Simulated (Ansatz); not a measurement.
# CGa: the cost of one run

Method: aug-cc-pVTZ, core rule «outside noble gas», up to 15 orbitals frozen; program: Ansatz 0.2.0, Gaussian basis.

Plan: UHF; CCSD(T) on RHF; CCSD(T) on UHF; BCCD(T) on RHF; CCSDT(Q) on RHF; CCSDT(Q) on UHF; CASSCF and MRCISD+Q, 8 electrons in 8 orbitals; CASSCF and NEVPT2, 8 electrons in 8 orbitals.

6 further runs of the same task are left out: 6 set aside as unsound or not needed. Runs told in other sessions of the task aren't counted.

## (1) The geometry

The geometry is a PBE0/def2-TZVPD stationary point (not a proven minimum) of the parent state, kept for this charge and spin. No spin-orbit coupling is included. The filled d shell of Ga may be among the frozen orbitals whatever the setting's name suggests.

2 atoms, charge -1, spin multiplicity 1.

Atoms are counted from 1 here; the program's logs count them from 0.

Bond lengths: C1–Ga2 1.887 Å.

## (2) UHF

Contents of in.yaml:

```yaml
crystal:
  periodic: [false, false, false]
  atoms:
    - {symbol: C, position_ang: [0.000000, 0.000000, 0.000000]}
    - {symbol: Ga, position_ang: [0.000000, 0.000000, 1.887000]}
basis:
  gaussian: {orbitals: aug-cc-pVTZ}
total_charge: -1
magnetization: {spin_polarized: true, initial_magnetization: 0}
hamiltonian: {xc: hf}
output: {orbitals: {seedname: orbitals}}
```

Command:

```sh
> ansatz run in.yaml --threads 1 --pin off --events-out ev --progress --plain --max-ram 3968MiB --backend cpu
```

What time and memory should one allow on 1 thread of AMD EPYC 7R13, shared host?

About 25 s, with a peak of 0.3 GiB.
